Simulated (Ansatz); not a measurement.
# TiSi16: the cost of one run

All numbers below are computed with Ansatz 0.2.0 (DFT PBE, plane waves, PAW, scalar-relativistic, no spin polarisation).

### Step 1. The structure to begin with

The cell holds 17 atoms (Si16Ti): a = 7.679 Å, b = 7.679 Å, c = 7.679 Å, α = 60.00°, β = 60.00°, γ = 60.00°.

Coordinates:

```
CELL_PARAMETERS angstrom
0.00000 5.43000 5.43000
5.43000 0.00000 5.43000
5.43000 5.43000 0.00000
ATOMIC_POSITIONS crystal
Si 0.00000 0.00000 0.00000
Si 0.12500 0.12500 0.12500
Si 0.00000 0.00000 0.50000
Si 0.12500 0.12500 0.62500
Si 0.00000 0.50000 0.00000
Si 0.12500 0.62500 0.12500
Si 0.00000 0.50000 0.50000
Si 0.12500 0.62500 0.62500
Si 0.50000 0.00000 0.00000
Si 0.62500 0.12500 0.12500
Si 0.50000 0.00000 0.50000
Si 0.62500 0.12500 0.62500
Si 0.50000 0.50000 0.00000
Si 0.62500 0.62500 0.12500
Si 0.50000 0.50000 0.50000
Si 0.62500 0.62500 0.62500
Ti 0.87251 0.87147 0.37610
```

### Step 2. Preparing the start

File input.yaml:

```yaml
crystal:
  lattice:
    - [0.0, 5.43, 5.43]
    - [5.43, 0.0, 5.43]
    - [5.43, 5.43, 0.0]
  atoms:
    - { symbol: Si, position: [0.0, 0.0, 0.0] }
    - { symbol: Si, position: [0.125, 0.125, 0.125] }
    - { symbol: Si, position: [0.0, 0.0, 0.5] }
    - { symbol: Si, position: [0.125, 0.125, 0.625] }
    - { symbol: Si, position: [0.0, 0.5, 0.0] }
    - { symbol: Si, position: [0.125, 0.625, 0.125] }
    - { symbol: Si, position: [0.0, 0.5, 0.5] }
    - { symbol: Si, position: [0.125, 0.625, 0.625] }
    - { symbol: Si, position: [0.5, 0.0, 0.0] }
    - { symbol: Si, position: [0.625, 0.125, 0.125] }
    - { symbol: Si, position: [0.5, 0.0, 0.5] }
    - { symbol: Si, position: [0.625, 0.125, 0.625] }
    - { symbol: Si, position: [0.5, 0.5, 0.0] }
    - { symbol: Si, position: [0.625, 0.625, 0.125] }
    - { symbol: Si, position: [0.5, 0.5, 0.5] }
    - { symbol: Si, position: [0.625, 0.625, 0.625] }
    - { symbol: Ti, position: [0.8725095, 0.871468, 0.3760958] }
basis:
  ecutwfc: 420.0
kpoints:
  mp_grid: { grid: [2, 2, 2] }
hamiltonian:
  xc: pbe
  pseudopotentials: { kind: paw, azcp: { folder: soft_1 } }
scf:
  occupations: { method: fermi_dirac, width: 0.02 }
  lower_state_search: "off"
relax:
  f_tol: 0.08
  max_steps: 25
  adjacent_minimum: "off"
```

The run is started by

```sh
> ansatz run input.yaml --threads 1 --pin off --max-ram 3072MiB --backend cpu --events-out ev --progress --plain --runs-dir out
```

What time and memory should one allow on 1 thread of Arm Neoverse V1, shared host?

About 32 s, with a peak of 0.55 GiB.
